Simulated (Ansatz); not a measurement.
**Yb2SeS2 (randomly packed cell): how the settings move a single-point run**

Question: which choices in the input matter for Yb2SeS2 (randomly packed cell)?

Method: reference: DFT PBE, plane waves, PAW, scalar-relativistic, collinear spin, in Ansatz 0.2.0.

### 1 The system as given

It takes space group P1 (No. 1, triclinic). Conventional cell: a = 4.471 Å, b = 4.928 Å, c = 5.041 Å, α = 82.71°, β = 76.56°, γ = 82.76°. Around Se (site symmetry 1) lie 3 S at 2.29 to 2.76 Å and 3 Yb at 2.78 to 2.87 Å. Yb (site symmetry 1) has 4 S at 2.71 to 2.87 Å and 1 Se at 2.86 Å as nearest neighbours. Yb (site symmetry 1) is surrounded by 2 Se at 2.78 to 2.87 Å and 3 S at 2.82 to 2.96 Å and 3 Yb at 3.13 to 3.30 Å. S (site symmetry 1) has 2 Se at 2.29 to 2.76 Å and 1 S at 2.32 Å and 4 Yb at 2.71 to 2.96 Å as nearest neighbours. S (site symmetry 1) has 1 S at 2.32 Å and 1 Se at 2.38 Å and 3 Yb at 2.79 to 2.82 Å as nearest neighbours.

Coordinates:

```cif
data_structure
_symmetry_space_group_name_H-M 'P1'
_symmetry_Int_Tables_number 1
_cell_length_a 4.4705
_cell_length_b 4.9282
_cell_length_c 5.0409
_cell_angle_alpha 82.712
_cell_angle_beta 76.565
_cell_angle_gamma 82.760
_cell_volume 106.61
loop_
_atom_site_label
_atom_site_type_symbol
_atom_site_symmetry_multiplicity
_atom_site_Wyckoff_symbol
_atom_site_fract_x
_atom_site_fract_y
_atom_site_fract_z
_atom_site_occupancy
Se1 Se 1 a 0.47744 0.44830 0.82588 1
Yb1 Yb 1 a 0.43675 0.90853 0.42455 1
Yb2 Yb 1 a 0.99792 0.11406 0.97865 1
S1 S 1 a 0.92836 0.65362 0.67916 1
S2 S 1 a 0.21119 0.45268 0.29302 1
```

### 2 The reference run

Input file input.yaml:

```yaml
crystal:
  lattice:
    - [4.402754, 0.735462, -0.245524]
    - [0.345926, 5.028622, -0.059157]
    - [-0.26596, -0.550836, 4.890081]
  atoms:
    - { symbol: Se, position: [0.47744, 0.825885, 0.551699] }
    - { symbol: Yb, position: [0.436752, 0.424553, 0.091468] }
    - { symbol: Yb, position: [0.997918, 0.978654, 0.885943] }
    - { symbol: S, position: [0.928361, 0.679159, 0.346381] }
    - { symbol: S, position: [0.211188, 0.293023, 0.547321] }
kpoints:
  mp_grid: { grid: [4, 4, 4], shift: [0.5, 0.0, 0.5] }
magnetization:
  spin_polarized: true
scf:
  occupations: { method: fermi_dirac }
hamiltonian:
  pseudopotentials: { kind: paw }
  xc: pbe
basis:
  ecutwfc: 420
output:
  forces: true
  stress: true
  eigenvalues: true
```

On the command line:

```bash
ansatz run input.yaml --threads 1 --pin off --max-ram 2560MiB --backend cpu --events-out ev --progress --plain --runs-dir out
```

### 3 Changed: occupations.width 0.3

input.yaml: that of step 2 with these lines changed.

```diff
@@ -16,3 +16,3 @@
 scf:
-  occupations: { method: fermi_dirac }
+  occupations: { method: fermi_dirac, width: 0.3 }
 hamiltonian:
```

### 4 Changing settings: starting moments, scf.algorithm direct_min, preconditioner ldos

Input file input.yaml:

```yaml
crystal:
  lattice:
    - [4.402754, 0.735462, -0.245524]
    - [0.345926, 5.028622, -0.059157]
    - [-0.26596, -0.550836, 4.890081]
  atoms:
    - { symbol: Se, position: [0.47744, 0.825885, 0.551699], spin: 0.2 }
    - { symbol: Yb, position: [0.436752, 0.424553, 0.091468], spin: 0.2 }
    - { symbol: Yb, position: [0.997918, 0.978654, 0.885943], spin: 0.2 }
    - { symbol: S, position: [0.928361, 0.679159, 0.346381], spin: 0.2 }
    - { symbol: S, position: [0.211188, 0.293023, 0.547321], spin: 0.2 }
kpoints:
  mp_grid: { grid: [4, 4, 4], shift: [0.5, 0.0, 0.5] }
magnetization:
  spin_polarized: true
scf:
  occupations: { method: fermi_dirac }
  algorithm: direct_min
  mixing: { preconditioner: ldos }
hamiltonian:
  pseudopotentials: { kind: paw }
  xc: pbe
basis:
  ecutwfc: 420
output:
  forces: true
  stress: true
  eigenvalues: true
  write_density: true
  write_potential: true
  elf: true
  volumetric_format: npy
```

### 5 Changed: mp_grid.grid [5, 5, 5], scf.algorithm density_mixing

input.yaml: that of step 2 with these lines changed.

```diff
@@ -12,3 +12,3 @@
 kpoints:
-  mp_grid: { grid: [4, 4, 4], shift: [0.5, 0.0, 0.5] }
+  mp_grid: { grid: [5, 5, 5], shift: [0.5, 0.0, 0.5] }
 magnetization:
@@ -17,2 +17,3 @@
   occupations: { method: fermi_dirac }
+  algorithm: density_mixing
 hamiltonian:
```

### 6 Variant: xc rpbe, ecutrho_ratio 9

input.yaml: that of step 2 with these lines changed.

```diff
@@ -19,5 +19,6 @@
   pseudopotentials: { kind: paw }
-  xc: pbe
+  xc: rpbe
 basis:
   ecutwfc: 420
+  ecutrho_ratio: 9
 output:
```

Before running it: what results should come out? Wanted: for each run, ending; energy change; pressure; gap; force.

The runs gave:

| run | ending | energy change | pressure (GPa) | gap (eV) | force (eV/Å) | cycles | time |
| --- | --- | --- | --- | --- | --- | --- | --- |
| reference | converged | 0 | 12.7 | 0.00 | 2.93 | 28 | 60 s |
| 1: occupations.width 0.3 | converged | +6.5 meV/atom (σ→0) | 13.0 | 0.00 | 2.75 | 40 | 1.8 min |
| 2: starting moments, scf.algorithm direct_min, preconditioner ldos | converged | 0.0 meV/atom | 12.7 | 0.00 | 2.93 | 13 | 3.4 min |
| 3: mp_grid.grid [5, 5, 5], scf.algorithm density_mixing | converged | +3.5 meV/atom | 12.7 | 0.00 | 3.05 | 33 | 2.2 min |
| 4: xc rpbe, ecutrho_ratio 9 | converged | not comparable | 15.1 | 0.00 | 3.01 | 44 | 96 s |

Times don't compare one to one where runs were asked for different outputs or read a saved state (see the inputs); cycles may leave out searches for a lower state.

Residual by cycle in the longest SCF loop of each run; runs are numbered as in the table. The quantity is the density residual dr2, in eV.

| cycle | reference | run 1 | run 2 | run 3 | run 4 |
| --- | --- | --- | --- | --- | --- |
| 1 | 1.64 | 5.44 | 0.845 | 1.63 | 1.73 |
| 5 | 3.45 | 4.61 | 0.0084 | 0.964 | 37.6 |
| 9 | 6.13 | 9.8 | 1.4e-7 | 6.75 | 1.5 |
| 13 | 0.825 | 12.5 | 6.8e-10 | 1.46 | 60.2 |
| 17 | 0.229 | 7.38 | - | 0.144 | 0.63 |
| 21 | 0.00156 | 6.45 | - | 0.0159 | 0.903 |
| 24 | 6.9e-5 | 0.276 | - | 0.00217 | 0.351 |
| 28 | 9.9e-8 | 0.00278 | - | 6.6e-5 | 0.272 |
| 32 | - | 2.2e-4 | - | 1.4e-7 | 0.0163 |
| 36 | - | 1.6e-7 | - | - | 0.00498 |
| 40 | - | - | - | - | 5.4e-5 |
| 44 | - | - | - | - | 2.6e-8 |

What this shows: The structure is not at rest: the sound run finds 13 GPa, so these are no properties of the relaxed crystal. 

The reference has limits of its own: its f shells have neither a U nor exact exchange and are poorly placed; its mesh is coarse for a cell with so small a gap or none; the structure is made up and not relaxed.
